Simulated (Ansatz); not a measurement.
# LaMgO3 (Pm-3m): equation of state with a fit, by script

Where is the equilibrium volume of LaMgO3 (Pm-3m), and how stiff is it? The task is an equation of state with a fit, for LaMgO3 (Pm-3m).

All numbers are computed with Ansatz 0.2.0 through its Python package. Level of theory: DFT PBEsol, plane waves, PAW.

## Step 1: The system

The structure is cubic, space group Pm-3m (No. 221). The conventional cell has a = 3.946 Å, b = 3.946 Å, c = 3.946 Å, α = 90.00°, β = 90.00°, γ = 90.00°. Around La (site symmetry m-3m) lie 12 O at 2.79 Å. Mg (site symmetry m-3m) has 6 O at 1.97 Å as nearest neighbours. O (site symmetry 4/mmm) has 2 Mg at 1.97 Å and 4 La at 2.79 Å as nearest neighbours.

The script holds or builds the structure itself.

## Step 2: Script

The input, run_eos.py:

```python
import ansatz as az
import numpy as np
from scipy.optimize import curve_fit

VECTORS = np.array([
    [3.945789, 0.0, 0.0],
    [0.0, 3.945789, 0.0],
    [0.0, 0.0, 3.945789],
])
SITES = [
    ("La", [0.0, 0.0, 0.0]),
    ("Mg", [0.5, 0.5, 0.5]),
    ("O", [0.5, 0.5, 0.0]),
    ("O", [0.5, 0.0, 0.5]),
    ("O", [0.0, 0.5, 0.5]),
]


def make_crystal(cell):
    crystal = az.Crystal(lattice=az.Lattice.of(cell))
    for symbol, position in SITES:
        crystal = crystal.atom(symbol, position)
    return crystal

def vinet(v, e0, v0, b0, b1):
    eta = (v / v0) ** (1 / 3)
    return e0 + 2 * b0 * v0 / (b1 - 1) ** 2 * (2 - (5 + 3 * b1 * (eta - 1) - 3 * eta) * np.exp(-1.5 * (b1 - 1) * (eta - 1)))

volumes, energies, pressures = [], [], []
for scale in np.linspace(0.9, 1.1, 9):
    cell = VECTORS * scale ** (1 / 3)
    setup = (
        make_crystal(cell).calculation()
        .occupations(az.OccupationsMethod.FERMI_DIRAC, width=0.1)
        .basis(19 * az.Ha)
        .functional("pbesol")
        .kpoints(6, 6, 6)
        .stress()
    )
    r = setup.run().report
    volumes.append(abs(np.linalg.det(cell)) / len(SITES))
    energies.append(r["free_energy_ev"] / len(SITES))
    pressures.append(np.trace(r["stress_gpa"]) / 3)
    print(f"V = {volumes[-1]:8.4f} A^3/atom  F = {energies[-1]:.5f} eV/atom  P = {pressures[-1]:8.3f} GPa")

guess = (min(energies), volumes[int(np.argmin(energies))], 0.5, 4.5)
(e0, v0, b0, b1), _ = curve_fit(vinet, np.array(volumes), np.array(energies), p0=guess, maxfev=20000)
print(f"Vinet fit: V0 = {v0:.4f} A^3/atom, B0 = {160.21766 * b0:.1f} GPa, B1 = {b1:.2f}")
print("largest residual", round(1000 * float(np.abs(vinet(np.array(volumes), e0, v0, b0, b1) - energies).max()), 3), "meV/atom")
```

## Step 3: What the engine is handed

The engine receives this input (first run):

```yaml
crystal:
  lattice:
    - [3.8096173933936632, 0.0, 0.0]
    - [0.0, 3.8096173933936632, 0.0]
    - [0.0, 0.0, 3.8096173933936632]
  atoms:
    - { symbol: La, position: [0.0, 0.0, 0.0] }
    - { symbol: Mg, position: [0.5, 0.5, 0.5] }
    - { symbol: O, position: [0.5, 0.5, 0.0] }
    - { symbol: O, position: [0.5, 0.0, 0.5] }
    - { symbol: O, position: [0.0, 0.5, 0.5] }
basis:
  ecutwfc: 517.016338673772
kpoints:
  mp_grid:
    grid: [6, 6, 6]
hamiltonian:
  xc: pbesol
scf:
  occupations:
    method: fermi_dirac
    width: 0.1
output:
  stress: true
```

## Step 4: Running it

The run is started by

```sh
> python run_eos.py
```

**Question.** Where does the minimum lie against the volume typed, and how stiff is the crystal?

**Answer**, as computed:

| quantity | value |
| --- | --- |
| runs compared | 9 |
| range of energy | 91.90 meV/atom |
| lowest point, volume (Å³/atom) | 11.672 |
| equilibrium volume (fit) | 11.78 Å³/atom |
| bulk modulus (fit) | 148 GPa |

A third-order Birch-Murnaghan fit through the 9 points (the script's own form differs a little) has its minimum at 11.78 Å³ an atom, 4.1 % below the typed cell, with a bulk modulus of 148 GPa and dB/dP = 4.3. From that minimum the energy rises by 22.9 meV an atom on the compressed side and 92.4 meV on the expanded side. Caveats:
- The cell holds an odd number of electrons and is run without spin, so a magnetic state may lie lower.
- For a metal this k-point mesh is coarse: on a finer one energies can move by several to tens of meV an atom and pressures by half a GPa or more, differences at one mesh by less.
- Pressure is positive in compression.
- At these settings the cell as given stands under about -6 GPa, so it isn't at this functional's equilibrium volume.
- This cell is a computed structure, which may not be the phase found in nature.
